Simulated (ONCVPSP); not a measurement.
# Pseudopotential generation for C: ONCV, PBEsol

Aim: build the potential from the settings below, then test how well it stands in for the atom: other configurations, scattering, ghost states and the plane-wave cutoff that it needs.

The numbers are computed with ONCVPSP 4.0.1 (PBEsol, scalar-relativistic, spin-unpolarised reference atom).

### Step 1. The atom and the settings

Typed settings, in words:

| Property | Result |
| --- | --- |
| element | carbon (C, Z = 6) |
| type | optimised norm-conserving Vanderbilt (ONCV) |
| frozen core | [He] |
| valence charge | 4 |
| reference configuration | 2s2 2p2 |
| partial waves | 2s: rc 1.10 bohr, ncon 4, nbas 7, qcut 6.7 1/bohr, 2 projectors, debl 2.6 Ha; 2p: rc 3.00 bohr, ncon 3, nbas 8, qcut 4.5 1/bohr, 2 projectors, debl 3.6 Ha; d scattering state at 0.15 Ha: rc 2.50 bohr, ncon 3, nbas 6, qcut 4.5 1/bohr, 2 projectors, debl 3 Ha |
| local potential | polynomial inside 1.00 bohr (lpopt 1, dvloc0 0 Ha) |
| core correction | polynomial model core, fcfact 0.4 |

The nodes and maxima of the atom's own shells, from an earlier all-electron run, set the scale for the radii.

All-electron outer shells of the reference configuration (PBEsol, scalar-relativistic, ld1.x):

```
shell  level (eV)  outermost node (bohr)  outermost maximum (bohr)
   1s     -272.04                      –                      0.18
   2s      -13.65                   0.38                      1.22
   2p       -5.23                      –                      1.20
```

### Step 2. The generation run

C.dat

```
# ATOM AND REFERENCE CONFIGURATION
# atsym  z   nc   nv     iexc    psfile
  C 6.00    1    2  -116133      upf
#
#   n    l    f
    1    0    2.00
    2    0    2.00
    2    1    2.00
#
# PSEUDOPOTENTIAL AND OPTIMIZATION
# lmax
    2
#
#   l,   rc,      ep,       ncon, nbas, qcut
    0    1.10    0.00    4    7    6.70
    1    3.00    0.00    3    8    4.50
    2    2.50    0.15    3    6    4.50
#
# LOCAL POTENTIAL
# lloc, lpopt,  rc(5),   dvloc0
    4    1    1.00    0.00
#
# VANDERBILT-KLEINMAN-BYLANDER PROJECTORs
# l, nproj, debl
    0    2    2.60
    1    2    3.60
    2    2    3.00
#
# MODEL CORE CHARGE
# icmod, fcfact, rcfact
    1    0.40    0.00
#
# LOG DERIVATIVE ANALYSIS
# epsh1, epsh2, depsh
   -2.00    5.00    0.02
#
# OUTPUT GRID
# rlmax, drl
    6.00    0.01
#
# TEST CONFIGURATIONS
# ncnf
    4
# nvcnf
#   n    l    f
    2
    2    0    2.00
    2    1    1.00
#
    2
    2    0    2.00
    2    1    0.00
#
    2
    2    0    1.00
    2    1    0.00
#
    2
    2    0    1.00
    2    1    3.00
#
```

Run with:

```console
$ oncvpsp.x < C.dat > C.out
```

**Question.** What will these runs give? Wanted: cutoffs for 1 and 0.1 mHa per electron, occupied waves; bound ghosts; GHOST(+) flags; largest test error; largest phase difference near zero energy, channels read; rms error of d²Exc/dn², without and with the model core.

**Answer**, as computed:

| quantity | value |
| --- | --- |
| cutoffs for 1 and 0.1 mHa per electron, occupied waves | 20 Ha and 41 Ha |
| bound ghosts | d at -1767.94 eV |
| GHOST(+) flags | none at low energy |
| largest test error (AE − PS) | +2710 meV, for 2s1 2p0 |
| largest phase difference near zero energy, channels read | 1.239 rad |
| rms error of d²Exc/dn², without and with the model core | 0.63 and 0.19 mHa |

In words: A bound ghost (d) makes it unfit for use: electrons can fall into a state that the atom doesn't have. By total energies transferability is poor: the largest error is 2710 meV on 82.8 eV, for 2s1 2p0. That test lies far up in energy; among those under 40 eV, nearer to bonding, the largest error is 1423 meV. By its cutoff, 20 Ha for the looser tolerance, it is of middling hardness. At the looser tolerance the 2s wave is the slowest; 2p needs 7 Ha. Of the channels read, p scatters worst near zero energy, by up to 1.24 rad.
